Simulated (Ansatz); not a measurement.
**MgPd: a single-point run**

Aim: a sound single-point run of MgPd. The structure is shown as the input types it.

Program: Ansatz 0.2.0. Level of theory: DFT, PBEsol, PAW with Ansatz's default frozen-core files, scalar-relativistic; levels and slopes on a fine mesh, independent-particle optical spectra. These are calculated values, not measurements.

**1. The system as given**

It takes space group Pm-3m (No. 221, cubic). The conventional cell has a = 3.143 Å, b = 3.143 Å, c = 3.143 Å, α = 90.00°, β = 90.00°, γ = 90.00°. Around Mg (site symmetry m-3m) lie 8 Pd at 2.72 Å. Pd (site symmetry m-3m) is surrounded by 8 Mg at 2.72 Å.

Structure file:

```cif
data_structure
_symmetry_space_group_name_H-M 'Pm-3m'
_symmetry_Int_Tables_number 221
_cell_length_a 3.1431
_cell_length_b 3.1431
_cell_length_c 3.1431
_cell_angle_alpha 90.000
_cell_angle_beta 90.000
_cell_angle_gamma 90.000
_cell_volume 31.05
loop_
_atom_site_label
_atom_site_type_symbol
_atom_site_symmetry_multiplicity
_atom_site_Wyckoff_symbol
_atom_site_fract_x
_atom_site_fract_y
_atom_site_fract_z
_atom_site_occupancy
Mg1 Mg 1 a 0.00000 0.00000 0.00000 1
Pd1 Pd 1 b 0.50000 0.50000 0.50000 1
```

**2. The calculation**

input.yaml reads:

```yaml
crystal:
  lattice:
    - [3.1431276043, 0.0, 0.0]
    - [0.0, 3.1431276043, 0.0]
    - [0.0, 0.0, 3.1431276043]
  atoms:
    - { symbol: Mg, position: [0.0, 0.0, 0.0] }
    - { symbol: Pd, position: [0.5, 0.5, 0.5] }
kpoints:
  mp_grid: { grid: [10, 10, 10] }
scf:
  occupations: { method: fermi_dirac, width: 0.05 }
  mixing: { algorithm: anderson, beta: 0.95, ndim: 1, preconditioner: none }
  max_iter: 100
hamiltonian:
  xc: pbesol
  pseudopotentials: { kind: paw }
output:
  forces: true
  stress: true
  eigenvalues: true
  eigenstates:
    nscf_kmesh: { grid: [16, 16, 16] }
    de_dk: true
    e_range: [-14, 14]
  optics:
    e_range: [0, 20]
    de: 0.2
    sigma: 0.1
    bands: { spectra_wanted_up_to: 20 }
    nscf_kmesh: { grid: [16, 16, 16] }
    drude_damping: 0.1
checkpoint:
  write: ck
  write_wavefunctions: false
```

The run is started by

```bash
> ansatz run input.yaml --threads 1 --pin off --max-ram 3072MiB --backend cpu --events-out ev --progress --plain --runs-dir out
```

**Question.** How will this run end, and is anything wrong with its input?

The program finished normally, with warnings (optics on partly filled bands). That alone doesn't make the input a sound one.

Look at the input: scf.mixing.algorithm is anderson; scf.mixing.beta is 0.95; scf.mixing.ndim is 1; scf.mixing.preconditioner is none. What could go wrong: mixing too aggressive. Here it converged all the same; such a setting changes the road, not the converged state. Several mixing settings were changed at once, so this run can't tell how much each is to blame.

The test: delete scf.mixing.algorithm, scf.mixing.beta, scf.mixing.ndim and scf.mixing.preconditioner (the default then holds).
